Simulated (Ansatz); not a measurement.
# Rb2Pd: the cost of one run

Program: Ansatz 0.2.0. Level of theory: DFT PBEsol, scalar-relativistic, plane waves, PAW. These are calculated values, not measurements.

### Step 1. The system as given

Symmetry: Fm-3m, No. 225, cubic system. Conventional cell: a = 7.972 Å, b = 7.972 Å, c = 7.972 Å, α = 90.00°, β = 90.00°, γ = 90.00°. Rb (site symmetry -43m) has 4 Pd at 3.45 Å as nearest neighbours. Around Pd (site symmetry m-3m) lie 8 Rb at 3.45 Å.

Coordinates:

```cif
data_structure
_symmetry_space_group_name_H-M 'P 1'
_symmetry_Int_Tables_number 1
_cell_length_a 5.6367
_cell_length_b 5.6367
_cell_length_c 5.6367
_cell_angle_alpha 60.000
_cell_angle_beta 60.000
_cell_angle_gamma 60.000
_cell_volume 126.64
loop_
_atom_site_label
_atom_site_type_symbol
_atom_site_fract_x
_atom_site_fract_y
_atom_site_fract_z
_atom_site_occupancy
Rb1 Rb 0.25000 0.25000 0.25000 1
Rb2 Rb 0.75000 0.75000 0.75000 1
Pd1 Pd 0.00000 0.00000 0.00000 1
```

It goes back to an entry of the Materials Project, which need not be the stable form.

It is the result of an earlier relaxation at this level (volume 42.21 Å³/atom; gap on the mesh: 0.88 eV).

### Step 2. Plan of the line

The energy is mapped over two homogeneous strains (x along [1 0 0], y along [0 1 0], z along [0 0 1] of the conventional cell).

The axes are (1) strain +e along x and -e along y: 7 values from −15 to 15 %; (2) strain +e along z and -e/2 along x and y: 7 values from −15 to 15 %.

Nothing else is relaxed (symmetry fixes all fractional coordinates). Energies count from the relaxed crystal. Points are written as (first, second).

### Step 3. Grid point (−5 %, −15 %)

File input.yaml:

```yaml
crystal:
  lattice:
    - [0.0, 4.4840024161, 3.3879129366]
    - [4.0854244235, 0.0, 3.3879129366]
    - [4.0854244235, 4.4840024161, 0.0]
  atoms:
    - { symbol: Rb, position: [0.25, 0.25, 0.25] }
    - { symbol: Rb, position: [0.75, 0.75, 0.75] }
    - { symbol: Pd, position: [0.0, 0.0, 0.0] }
basis:
  ecutwfc: 420
kpoints:
  mp_grid: { grid: [6, 6, 6] }
hamiltonian:
  xc: pbesol
  pseudopotentials: { kind: paw }
scf:
  occupations: { method: gaussian, width: 0.05 }
output:
  forces: true
  stress: true
  eigenvalues: true
```

Command:

```bash
ansatz run input.yaml --threads 1 --pin off --max-ram 2048MiB --backend cpu --events-out ev --progress --plain --runs-dir out
```

**Question.** How long does this run take on 1 thread of Arm Neoverse N1, shared host, and how much memory does it need?

About 12 s, with a peak of 0.41 GiB.
